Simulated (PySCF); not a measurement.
# C7H13BO2: the cost of one run

Computed with PySCF 2.14.0, with density-fitted response routines of our own, on a single molecule, in the gas phase or a continuum. Atoms count from 0, in the outputs and in this text.

## 1. The molecule as given

23 atoms, charge 0, multiplicity 1; geometry from: GFN2-xTB. The atoms were then displaced at random by about 0.01 Å, so the start is not that level's minimum.

Bonds of the start (Å): C0–C1 1.30, C1–C2 1.48, C2–C3 1.55, C3–C4 1.50, C4–C5 1.55, C5–B6 1.61, B6–O7 1.35, B6–O8 1.35, C5–C9 1.53, C9–C2 1.54, C0–H10 1.11, C0–H11 1.07, C1–H12 1.10, C2–H13 1.09, C3–H14 1.12, C3–H15 1.11, C4–H16 1.07, C4–H17 1.10, C5–H18 1.10, O7–H19 0.93, O8–H20 0.96, C9–H21 1.11, C9–H22 1.10.

## 2. Relaxing the molecule at PBE0-D3(BJ)/def2-SVP

Job settings and geometry (Å):

```
{"job": {"xc": "PBE0", "basis": "def2-SVP", "d3": "d3bj", "grid": 1, "shake": 0.01, "kind": "geom"}, "charge": 0, "multiplicity": 1}
C     -3.234630     0.678850     0.584070
C     -2.504360     0.239070    -0.400750
C     -1.230280    -0.502060    -0.258830
C     -0.584690    -0.568600     1.151380
C      0.808270    -1.060070     0.902880
C      1.225400    -0.439410    -0.458520
B      2.426540     0.618700    -0.268830
O      2.159570     1.944140    -0.260470
O      3.710460     0.244030    -0.054890
C     -0.068940     0.144640    -1.034490
H     -4.182910     1.227360     0.390870
H     -2.993330     0.577650     1.624340
H     -2.832130     0.403920    -1.437280
H     -1.378010    -1.518130    -0.617500
H     -1.174950    -1.246870     1.817680
H     -0.603340     0.443740     1.595140
H      0.832000    -2.132540     0.860730
H      1.469360    -0.739910     1.724840
H      1.566260    -1.270670    -1.098320
H      2.884090     2.501230    -0.095140
H      3.866530    -0.700580    -0.092420
H     -0.138870    -0.057040    -2.124340
H     -0.074360     1.236080    -0.901420
```

Launch:

```console
$ OMP_NUM_THREADS=1 python probes_run.py task.json out
```

The driver reads the jobs from task.json and runs them one after another.

Q: Estimate the wall time and peak memory of this first job on 1 thread of Arm Neoverse N1, shared host.

About 6.7 min, with a peak of 0.93 GiB.
